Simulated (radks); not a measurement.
# Shell filling in a parabolic well with ω = 0.363 hartree*, with a point charge of +1 at the centre, N = 25 to 32

Aim: add electrons one at a time to a parabolic well with ω = 0.363 hartree*, with a point charge of +1 at the centre, try the lowest free levels for each, keep the configuration of least energy, and see where shells close.

Program: radks, version 2. Model: non-relativistic spin-polarised Kohn-Sham, r2SCAN, spherically averaged shells. All values are calculated.

**1. The model**

```
well                     : a parabolic well with ω = 0.363 hartree*, with a point charge of +1 at the centre
functional               : r2SCAN
levels                   : named by radial order: 1s, 1p, 1d, 2s, 1f and so on
units                    : effective atomic units, hartree* and bohr*
configuration carried in : 1s2 1p6 1d10 2s2 1f(up 4, down 0) (N = 24, energy 85.371492)
```

Further steps of the session: Electron number 25; 26 electrons; N = 27; N = 28; Electron number 29; 30 electrons; N = 31; Electron number 32.

Before running it: what results should come out? Wanted: closed shells at N; largest addition energy; most unpaired electrons; configuration at N = 32.

As calculated:

| quantity | value |
| --- | --- |
| closed shells at N | none in this range |
| largest addition energy | 0.218 hartree* at N = 27 (of N = 25 to 31) |
| most unpaired electrons | 7 at N = 27 |
| configuration at N = 32 | 1s2 1p6 1d10 2s2 1f(up 7, down 5) |

In words: No closed-shell configuration falls in this range; the second difference peaks at N = 27, where a shell is half full. Among the lowest states kept at each count, up to 7 electrons are unpaired (N = 27), since exchange favours parallel spins. Only a few candidates are tried at each count, so a lower state may have been missed.
